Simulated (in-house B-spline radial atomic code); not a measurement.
# Rh³³⁺: starting-point dependence of G0W0 and RPA

Question: which mean-field start gives which removal energy for Rh³³⁺, before and after G0W0?

The numbers are computed with an in-house B-spline radial atomic code, version 1 (RPA, second order, AC-SOSEX and G0W0 (contour deformation) on a scalar-relativistic mean field, all electrons; no spin-orbit coupling, Breit or QED terms, no two-electron picture change), except any that are marked as measured or tabulated.

## Step 1: The system

* element: rhodium (Z = 45)
* charge: +33
* electrons: 12
* configuration: [Ne] 3s2
* next ion, run as well: [Ne] 3s1
* Hamiltonian: scalar-relativistic (spin-free one-electron X2C), finite nucleus
* starts: Hartree-Fock, PBE, CAM-B3LYP, exchange-only LDA

The outer shells:

Rh33+
```
[Ne] core
3s [↑↓]
```

## Step 2: Run with the Hartree-Fock start

The run's settings:

```ini
Z = 45
electrons = 12.0
configuration = [Ne] 3s2
hamiltonian = x2c
method = hf
lmax = 9
rms_radius = 4.4945
spin_polarised = False
box_radius = 2.84
intervals = 62
```

Launch:

```console
$ python run_gw.py task.json out
```

task.json lists these runs, among others, and the program works through them in turn.

Main fields of the result record, rounded:

```text
{
  "status": "converged",
  "energies [hartree]": {
    "mean_field": -3912.296408,
    "exx_total": -3912.296407,
    "exchange": -80.87725,
    "rpa": -0.90047199,
    "rpa_summed": -0.89622808,
    "direct_second_order": -0.95270483,
    "second_order_exchange": 0.35461965,
    "sosex": 0.33522294
  },
  "rpa_by_multipole [hartree]": [-0.174034, -0.466163, -0.140705, -0.0680377, -0.0244876, -0.0110644, -0.00573951, -0.0032674, -0.00199094, -0.000644369, -9.46923e-05],
  "polarisability [bohr^3: independent particles, RPA]": [0.0258919, 0.0186207],
  "gap [hartree]": 5.919262,
  "levels [hartree]": [
    {"name": "3s", "occ": 1, "e": -75.6238, "sx": -3.511398, "vxc": -3.511398, "sc": -0.1800519, "z": 0.9890712, "qp": -75.80421, "tail": -0.0003530794},
    {"name": "2p", "occ": 1, "e": -179.4511, "sx": -11.00722, "vxc": -11.00722, "sc": 0.1281669, "z": 0.996121, "qp": -179.3239, "tail": -0.0009150797},
    {"name": "2s", "occ": 1, "e": -192.3576, "sx": -11.7285, "vxc": -11.7285, "sc": -0.05529805, "z": 0.9523835, "qp": -192.4137, "tail": -0.0007981791},
    {"name": "1s", "occ": 1, "e": -926.7739, "sx": -32.6157, "vxc": -32.6157, "sc": 0.8601342, "z": 0.9906509, "qp": -925.9141, "tail": -0.0003407249},
    {"name": "3p", "occ": 0, "e": -69.70454, "sx": -1.338312, "vxc": -1.338312, "sc": -0.1051736, "z": 0.9885971, "qp": -69.81014, "tail": -0.0004244807}
  ],
  "ion_energies [hartree]": {
    "mean_field": -3836.680021,
    "exx_total": -3836.680021,
    "exchange": -78.76851019,
    "rpa": -0.74316973,
    "rpa_summed": -0.73922457,
    "direct_second_order": -0.76546712,
    "second_order_exchange": 0.29830983,
    "sosex": 0.28980973
  }
}
```

It took 3.8 s on 1 thread, shared host.

In the record, exx_total is the Hartree-Fock functional on the start's orbitals, rpa_summed the RPA energy up to lmax and rpa the same with the tail beyond it, gap the smallest same-spin excitation energy of the start. For a level, e is the start's value, sx and sc the exchange and correlation self-energies, vxc the start's own term, z the quasi-particle weight, and qp = e + sx − vxc + sc + tail. Deeper levels of weight under 0.85 meet poles of the self-energy and are not shown.

Highest level 3s: -2057.8 eV in the start, -2062.7 eV after G0W0, weight 0.99.

The largest part of the RPA energy comes from multipole 1 (52 % of the sum).

## Step 3: Run with the PBE start

The settings differ from step 2 so:

```diff
@@ -4,3 +4,3 @@
 hamiltonian = x2c
-method = hf
+method = pbe,pbe
 lmax = 9
```

Main fields:

```text
{
  "status": "converged",
  "energies [hartree]": {
    "mean_field": -3912.599169,
    "exx_total": -3912.288082,
    "exchange": -80.84883298,
    "rpa": -0.98831896,
    "rpa_summed": -0.98406231,
    "direct_second_order": -1.0790302,
    "second_order_exchange": 0.41339572,
    "sosex": 0.37606147
  },
  "rpa_by_multipole [hartree]": [-0.179916, -0.537566, -0.149344, -0.0694824, -0.0247994, -0.0111586, -0.00577437, -0.00328222, -0.00199793, -0.000646598, -9.48337e-05],
  "polarisability [bohr^3: independent particles, RPA]": [0.0398477, 0.0247156],
  "gap [hartree]": 3.745281,
  "levels [hartree]": [
    {"name": "3s", "occ": 1, "e": -74.71588, "sx": -3.543949, "vxc": -2.634346, "sc": -0.2166233, "z": 0.98204, "qp": -75.84246, "tail": -0.0003541507},
    {"name": "2p", "occ": 1, "e": -175.9283, "sx": -11.00376, "vxc": -7.478402, "sc": 0.1570916, "z": 0.993885, "qp": -179.2975, "tail": -0.0009131078},
    {"name": "2s", "occ": 1, "e": -187.8436, "sx": -11.6875, "vxc": -7.179193, "sc": 0.1011293, "z": 0.9837827, "qp": -192.2516, "tail": -0.0008252953},
    {"name": "1s", "occ": 1, "e": -914.3442, "sx": -32.60609, "vxc": -20.17472, "sc": 1.03364, "z": 0.9872394, "qp": -925.7423, "tail": -0.0003117052},
    {"name": "3p", "occ": 0, "e": -70.9706, "sx": -1.368692, "vxc": -2.645061, "sc": -0.1331122, "z": 0.978973, "qp": -69.82777, "tail": -0.0004304185}
  ],
  "ion_energies [hartree]": {
    "mean_field": -3836.784057,
    "exx_total": -3836.672409,
    "exchange": -78.73725196,
    "rpa": -0.78247862,
    "rpa_summed": -0.77852347,
    "direct_second_order": -0.81233166,
    "second_order_exchange": 0.33158297,
    "sosex": 0.31712452
  }
}
```

Wall time 3.9 s (1 thread, shared host).

Highest level 3s: -2033.1 eV in the start, -2063.8 eV after G0W0, weight 0.98.

## Step 4: Run with the CAM-B3LYP start

The settings differ from step 3 so:

```diff
@@ -4,3 +4,3 @@
 hamiltonian = x2c
-method = pbe,pbe
+method = camb3lyp
 lmax = 9
```

Main fields:

```text
{
  "status": "converged",
  "energies [hartree]": {
    "mean_field": -3913.101049,
    "exx_total": -3912.290344,
    "exchange": -80.85809197,
    "rpa": -0.96075221,
    "rpa_summed": -0.95649855,
    "direct_second_order": -1.036616,
    "second_order_exchange": 0.39314172,
    "sosex": 0.36283686
  },
  "rpa_by_multipole [hartree]": [-0.178715, -0.514046, -0.146936, -0.0691524, -0.024729, -0.0111373, -0.00576644, -0.00327882, -0.0019963, -0.000646091, -9.47902e-05],
  "polarisability [bohr^3: independent particles, RPA]": [0.0347343, 0.0226788],
  "gap [hartree]": 4.322731,
  "levels [hartree]": [
    {"name": "3s", "occ": 1, "e": -75.0008, "sx": -3.53871, "vxc": -2.915145, "sc": -0.20622, "z": 0.9843372, "qp": -75.83094, "tail": -0.0003555551},
    {"name": "2p", "occ": 1, "e": -176.7212, "sx": -11.00518, "vxc": -8.27552, "sc": 0.1493811, "z": 0.9946716, "qp": -179.3024, "tail": -0.0009135289},
    {"name": "2s", "occ": 1, "e": -188.8102, "sx": -11.69472, "vxc": -8.153627, "sc": 0.07524107, "z": 0.9806757, "qp": -192.2769, "tail": -0.0008215883},
    {"name": "1s", "occ": 1, "e": -916.9322, "sx": -32.60913, "vxc": -22.77332, "sc": 0.9918447, "z": 0.9884551, "qp": -925.7765, "tail": -0.0003274664},
    {"name": "3p", "occ": 0, "e": -70.67807, "sx": -1.363582, "vxc": -2.344983, "sc": -0.1249495, "z": 0.9823821, "qp": -69.82205, "tail": -0.0004283951}
  ],
  "ion_energies [hartree]": {
    "mean_field": -3837.321792,
    "exx_total": -3836.674699,
    "exchange": -78.74809228,
    "rpa": -0.77116642,
    "rpa_summed": -0.76721356,
    "direct_second_order": -0.79823734,
    "second_order_exchange": 0.3204332,
    "sosex": 0.30832057
  }
}
```

Run time: 4.1 s. Hardware: 1 thread, shared host.

G0W0 moves 3s down by 22.6 eV, to -2063.5 eV.

## Step 5: Run with the exchange-only LDA start

The settings differ from step 4 so:

```diff
@@ -4,3 +4,3 @@
 hamiltonian = x2c
-method = camb3lyp
+method = lda,
 lmax = 9
```

Main fields:

```text
{
  "status": "converged",
  "energies [hartree]": {
    "mean_field": -3906.149343,
    "exx_total": -3912.282657,
    "exchange": -80.7831243,
    "rpa": -0.99017025,
    "rpa_summed": -0.98591488,
    "direct_second_order": -1.0821064,
    "second_order_exchange": 0.41484258,
    "sosex": 0.37692888
  },
  "rpa_by_multipole [hartree]": [-0.180146, -0.539118, -0.149448, -0.0694626, -0.0247924, -0.0111554, -0.00577264, -0.00328124, -0.00199734, -0.000646524, -9.47768e-05],
  "polarisability [bohr^3: independent particles, RPA]": [0.0402912, 0.024888],
  "gap [hartree]": 3.702403,
  "levels [hartree]": [
    {"name": "3s", "occ": 1, "e": -74.59366, "sx": -3.544619, "vxc": -2.50829, "sc": -0.2153162, "z": 0.9822224, "qp": -75.84566, "tail": -0.0003544418},
    {"name": "2p", "occ": 1, "e": -175.7063, "sx": -10.99803, "vxc": -7.230582, "sc": 0.1590582, "z": 0.9936534, "qp": -179.3156, "tail": -0.0009118898},
    {"name": "2s", "occ": 1, "e": -187.5037, "sx": -11.6721, "vxc": -6.810672, "sc": 0.1053049, "z": 0.9842215, "qp": -192.2606, "tail": -0.0008251485},
    {"name": "1s", "occ": 1, "e": -913.0137, "sx": -32.57231, "vxc": -18.75583, "sc": 1.051385, "z": 0.9865435, "qp": -925.7791, "tail": -0.0003413187},
    {"name": "3p", "occ": 0, "e": -70.89126, "sx": -1.37053, "vxc": -2.563243, "sc": -0.1315456, "z": 0.9789614, "qp": -69.83052, "tail": -0.0004303567}
  ],
  "ion_energies [hartree]": {
    "mean_field": -3830.506862,
    "exx_total": -3836.667535,
    "exchange": -78.67489559,
    "rpa": -0.78311181,
    "rpa_summed": -0.77915786,
    "direct_second_order": -0.81318613,
    "second_order_exchange": 0.33229143,
    "sosex": 0.31764737
  }
}
```

Wall time 3.7 s (1 thread, shared host).

Highest level 3s: -2029.8 eV in the start, -2063.9 eV after G0W0, weight 0.98.

## Step 6: The members side by side

| start | level | mean field (eV) | G0W0 (eV) | weight | RPA (hartree) | RPA+SOSEX (hartree) | α, direct RPA (bohr³) | time | miss (eV) |
| --- | --- | --- | --- | --- | --- | --- | --- | --- | --- |
| Hartree-Fock | 3s | -2057.8 | -2062.7 | 0.989 | -0.90047 | -0.56525 | 0.01862 | 3.8 s | -0.262 |
| PBE | 3s | -2033.1 | -2063.8 | 0.982 | -0.98832 | -0.61226 | 0.02472 | 3.9 s | +0.778 |
| CAM-B3LYP | 3s | -2040.9 | -2063.5 | 0.984 | -0.96075 | -0.59792 | 0.02268 | 4.1 s | +0.465 |
| exchange-only LDA | 3s | -2029.8 | -2063.9 | 0.982 | -0.99017 | -0.61324 | 0.02489 | 3.7 s | +0.866 |

The miss is the G0W0 removal energy (the level with its sign changed) less the semi-empirical ionisation energy, 2063.0 ± 3 eV. Times are single runs on a shared host.

Energy to remove one electron as a difference of total energies (eV), each species on its own start:

| start | mean field | HF functional | RPA | RPA+SOSEX | second order |
| --- | --- | --- | --- | --- | --- |
| Hartree-Fock | 2057.6 | 2057.6 | 2061.9 | 2060.7 | 2061.2 |
| PBE | 2063.0 | 2057.6 | 2063.2 | 2061.6 | 2062.6 |
| CAM-B3LYP | 2062.1 | 2057.6 | 2062.8 | 2061.3 | 2062.1 |
| exchange-only LDA | 2058.3 | 2057.6 | 2063.2 | 2061.6 | 2062.7 |

## Step 7: What came out

```
                                       quantity                                                              value
highest level, mean field (range over the runs)                                              -2057.8 to -2029.8 eV
      highest level, G0W0 (range over the runs)                                              -2063.9 to -2062.7 eV
                         RPA correlation energy                                         -0.9902 to -0.9005 hartree
                                      RPA+SOSEX                                         -0.6132 to -0.5652 hartree
    semi-empirical ionisation energy (3s shell)  2063.0 ± 3 eV (NIST Atomic Spectra Database, ionization energies)
            G0W0 removal energy less that value                                                -0.262 to +0.866 eV
```

What this shows: Across the starts the mean-field level varies by 28.0 eV and the G0W0 level by 1.1 eV (4.0 % as much). Starts without exact exchange bind the level too weakly, through self-interaction, and G0W0 pulls it down by 31 to 34 eV. RPA gives the most correlation on exchange-only LDA and the least on Hartree-Fock (9.1 % apart); over the runs it loosely follows the gap of the start, as smaller excitation energies give more correlation. All G0W0 removal energies agree with the semi-empirical ionisation energy, 2063.0 ± 3 eV, within its uncertainty. Read as a removal energy, the bare PBE level is off by -29.9 eV (-1.4 %) and the nearest bare level, Hartree-Fock's, by -5.17 eV. As differences of total energies the mean miss over the starts is 2.8 eV for mean field, 0.44 eV for RPA, 1.7 eV for RPA+SOSEX. The reference's uncertainty exceeds the spread between them.
